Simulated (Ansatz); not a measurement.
Wanted: the native input for an Ansatz 0.2.0 run.

| Property | Result |
| --- | --- |
| Task | electric field gradients |
| Functional | PBE |
| Potentials or basis | all-electron PAW datasets made for the crystal |
| Cutoff | 180 eV (chosen from the basis error) |
| k mesh | 9 × 9 × 9 |
| Occupations | fermi-dirac, width 0.05 eV |
| Spin | no spin polarisation |

Crystal: MgB.

```
CELL_PARAMETERS angstrom
2.89515 0.00000 0.00000
0.00000 2.89515 0.00000
0.00000 0.00000 2.89515
ATOMIC_POSITIONS crystal
Mg 0.00000 0.00000 0.00000
B 0.50000 0.50000 0.50000
```

The cell was built by a generator and needn't be a form met in nature.

The input as run:

input.yaml

```yaml
crystal:
  lattice:
    - [2.89515, 0.0, 0.0]
    - [0.0, 2.89515, 0.0]
    - [0.0, 0.0, 2.89515]
  atoms:
    - { symbol: Mg, position: [0.0, 0.0, 0.0] }
    - { symbol: B, position: [0.5, 0.5, 0.5] }
kpoints:
  mp_grid: { grid: [9, 9, 9] }
scf:
  occupations: { method: fermi_dirac, width: 0.05 }
hamiltonian:
  xc: pbe
  pseudopotentials: { kind: all_electron, datasets: crystal }
output:
  forces: true
  stress: true
  eigenvalues: true
  efg: {}
  elf: true
  volumetric_format: npy
```

Potentials or basis: all-electron PAW datasets made for the crystal.

Launch:

```bash
$ ansatz run input.yaml --threads 1 --pin off --max-ram 3072MiB --backend cpu --events-out ev --progress --plain --runs-dir out
```

Results of the run:

```
Pressure               : 0.1 GPa
Band gap on the k mesh : none (metal or under the smearing width)
```

Run time: 2.4 s on 1 thread of Arm Neoverse V1, with other jobs on the host, peak memory 0.31 GiB.
